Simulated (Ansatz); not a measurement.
# LiPb: the cost of one run

Computed with Ansatz 0.2.0 (DFT LDA, scalar-relativistic, unless a step's input says otherwise).

## 1. The system as given

The structure is cubic, space group Pm-3m (No. 221). Conventional cell: a = 3.522 Å, b = 3.522 Å, c = 3.522 Å, α = 90.00°, β = 90.00°, γ = 90.00°. Li (site symmetry m-3m) has 8 Pb at 3.05 Å as nearest neighbours. Pb (site symmetry m-3m) has 8 Li at 3.05 Å as nearest neighbours.

Coordinates:

```
Li Pb
1.0
     3.52200    0.00000    0.00000
     0.00000    3.52200    0.00000
     0.00000    0.00000    3.52200
Li Pb
1 1
Cartesian
  1.7610 1.7610 1.7610
  0.0000 0.0000 0.0000
```

Atoms are numbered in the order of the input: Li1, Pb2.

## 2. The deformed structure

Space group Pm-3m before, P4/mmm after.

## 3. LAPW, all electrons

input.yaml reads:

```yaml
crystal:
  lattice:
    - [3.48678, 0.0, 0.0]
    - [0.0, 3.48678, 0.0]
    - [0.0, 0.0, 3.522]
  atoms:
    - { symbol: Li, position: [0.5, 0.5, 0.5] }
    - { symbol: Pb, position: [0.0, 0.0, 0.0] }
kpoints:
  mp_grid: { grid: [10, 10, 10] }
  band_path:
    path:
      - [0.0, 0.0, 0.0]
      - [0.0, 0.5, 0.0]
      - [0.5, 0.5, 0.0]
      - [0.0, 0.0, 0.0]
      - [0.0, 0.0, 0.5]
      - [0.0, 0.5, 0.5]
      - [0.5, 0.5, 0.5]
      - [0.0, 0.0, 0.5]
      - [0.0, 0.5, 0.0]
    npoints: 5
scf:
  occupations: { method: fermi_dirac, width: 0.03 }
hamiltonian:
  xc: lda
  pseudopotentials: { kind: all_electron, lapw: { basis_error: 0.0005 } }
output:
  forces: true
  stress: true
  eigenvalues: true
```

Started as:

```bash
$ ansatz run input.yaml --threads 1 --pin off --max-ram 3072MiB --backend cpu --events-out ev --progress --plain --runs-dir out
```

Q: Estimate wall time and peak memory on 1 thread of Arm Neoverse V2, shared host.

About 23 s, with a peak of 0.42 GiB.
